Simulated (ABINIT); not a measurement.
Crystal: Ti3S2.

```
CELL_PARAMETERS angstrom
2.71311 1.56642 3.23762
-2.71311 1.56642 3.23762
0.00000 -3.13283 3.23762
ATOMIC_POSITIONS crystal
Ti 0.00000 0.33565 0.66434
Ti 0.66434 0.00000 0.33565
Ti 0.33565 0.66434 0.00000
S 0.16784 0.16784 0.16784
S 0.83216 0.83216 0.83216
```

The cell comes from a database or a generator and needn't be the stable form of this composition.

- Program: ABINIT 10.8.3 (patched build)
- Task: relaxation of cell and atoms
- Functional: PBEsol
- Potentials or basis: PseudoDojo NC SR PBEsol v0.4.1 standard
- Cutoff: 1143 eV
- k mesh: 4 × 4 × 4
- Occupations: fermi-dirac, width 0.05 eV
- Spin: no spin polarisation

At the start: pressure -4.5 GPa; volume 16.51 Å³/atom.

Question: How do energy, volume and symmetry change on relaxing?

Answer: Over 5 steps the energy falls by 8.2 meV/atom and the volume is 15.96 Å³/atom (-3.3 %); space group R32 (No. 155, to 0.05 Å).

Step by step:
| step | energy change (eV) | largest force (eV/Å) | pressure (GPa) | volume (Å³) |
| --- | --- | --- | --- | --- |
| 1 | 0.0000 | 0.0496 | -4.49 | 82.56 |
| 2 | -0.0260 | 0.0417 | -2.76 | 81.43 |
| 3 | -0.0407 | 0.0348 | 0.14 | 79.70 |
| 4 | -0.0407 | 0.0267 | 0.00 | 79.78 |
| 5 | -0.0408 | 0.0177 | -0.04 | 79.80 |

Final structure:
```
CELL_PARAMETERS angstrom
2.68476 1.55005 3.19593
-2.68476 1.55005 3.19593
0.00000 -3.10009 3.19593
ATOMIC_POSITIONS crystal
Ti 0.00000 0.33564 0.66436
Ti 0.66436 0.00000 0.33564
Ti 0.33564 0.66436 0.00000
S 0.16805 0.16805 0.16805
S 0.83195 0.83195 0.83195
```

Caveat: the k mesh is coarse (spacing up to 0.37 Å⁻¹), so the values aren't converged.
